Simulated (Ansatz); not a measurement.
# BeMgH (doublet): wave-function methods side by side at distance Mg2–H3 = 1.921 Å, cc-pVDZ

Aim: climb from Hartree-Fock through coupled cluster and multireference methods for BeMgH (doublet) at one geometry and basis, and see what each rung misses.

The runs use Ansatz 0.2.0, Gaussian basis; cc-pVDZ, core rule «outside noble gas», up to 6 orbitals frozen.

The runs, in order: UHF; CCSD(T) on ROHF; CCSD(T) on UHF; BCCD(T) on ROHF; CISD; CCSDT(Q) on ROHF; CCSDT(Q) on UHF; CASSCF and MRCISD+Q, 3 electrons in 3 orbitals; CASSCF and NEVPT2, 3 electrons in 3 orbitals; Full CI.

33 further runs of the same task are left out: 12 for a known fault of the program, 14 that didn't finish, 7 set aside as unsound or not needed.

**1. What is computed**

The geometry derives from a PBE0/def2-TZVP stationary point (not a proven minimum). One bond is set to the value named and the two fragments are kept rigid.

3 atoms, charge 0, spin multiplicity 2.

Atoms are counted from 1 here; the program's logs count them from 0.

Bond lengths: Mg2–H3 1.921 Å.

**2. UHF**

File in.yaml:

```yaml
crystal:
  periodic: [false, false, false]
  atoms:
    - {symbol: Be, position_ang: [0.000000, 0.000000, 2.363476]}
    - {symbol: Mg, position_ang: [0.000000, 0.000000, -0.221238]}
    - {symbol: H, position_ang: [0.000000, 0.000000, -2.142238]}
basis:
  gaussian: {orbitals: cc-pVDZ}
magnetization: {spin_polarized: true, initial_magnetization: 1}
hamiltonian: {xc: hf}
output: {orbitals: {seedname: orbitals}}
```

Run with:

```console
$ ansatz run in.yaml --threads 1 --pin off --events-out ev --progress --plain --max-ram 2393MiB
```

Further steps of the session: CCSD(T) on ROHF; CCSD(T) on UHF; BCCD(T) on ROHF; CISD; CCSDT(Q) on ROHF; CCSDT(Q) on UHF; CASSCF and MRCISD+Q, 3 electrons in 3 orbitals; CASSCF and NEVPT2, 3 electrons in 3 orbitals; Full CI.

Before running them: what should the planned runs give, taken together? Wanted: FCI from the RHF energy; RMP2 from FCI; UMP2 from FCI; RCCSD from FCI; RCCSD(T) from FCI; UCCSD(T) from FCI; RCCSDT(Q) from FCI; UCCSDT(Q) from FCI; NEVPT2 pair from FCI.

As calculated:

| quantity | value |
| --- | --- |
| FCI from the ROHF energy | -2.1989 eV |
| RMP2 from FCI | +71.1 kJ/mol |
| UMP2 from FCI | +69.7 kJ/mol |
| RCCSD from FCI | +6.7 kJ/mol |
| RCCSD(T) from FCI | +2.3 kJ/mol |
| UCCSD(T) from FCI | +2.2 kJ/mol |
| RCCSDT(Q) from FCI | +0.1 kJ/mol |
| UCCSDT(Q) from FCI | +0.1 kJ/mol |
| NEVPT2 pair from FCI | +65.0 kJ/mol |
| MRCISD+Q pair from FCI | -1.7 kJ/mol |
| levels within 1 kcal/mol (43 meV) | RCCSD(T), UCCSD(T), BCCD(T), RCCSDT, UCCSDT, RCCSDT(Q), UCCSDT(Q), MRCISD+Q pair |
| T1 diagnostic | 0.043 |
| effectively unpaired electrons | 1.09 |

**Reading.** RCCSD(T) lands +2.3 kJ/mol from the yardstick (1.1 % of the correlation energy). MRCISD+Q pair falls below full CI: the +Q correction isn't variational, and the cores differ from full CI's. The occupations are near whole numbers, but T1 = 0.043 shows that the orbitals relax strongly. Of the multireference levels listed MRCISD+Q pair comes nearest in total energy (-1.7 kJ/mol), which doesn't show that its space is the better one. These misses are within one basis, not against nature; the frozen cores of restricted and unrestricted runs differ, which can shift their rows.

Levels on UHF freeze UHF's core orbitals, full CI those of ROHF, so the U rows can settle a little off it for that reason alone.

With open shells the CI space here admits some triples and quadruples, so it is larger than plain CISD.
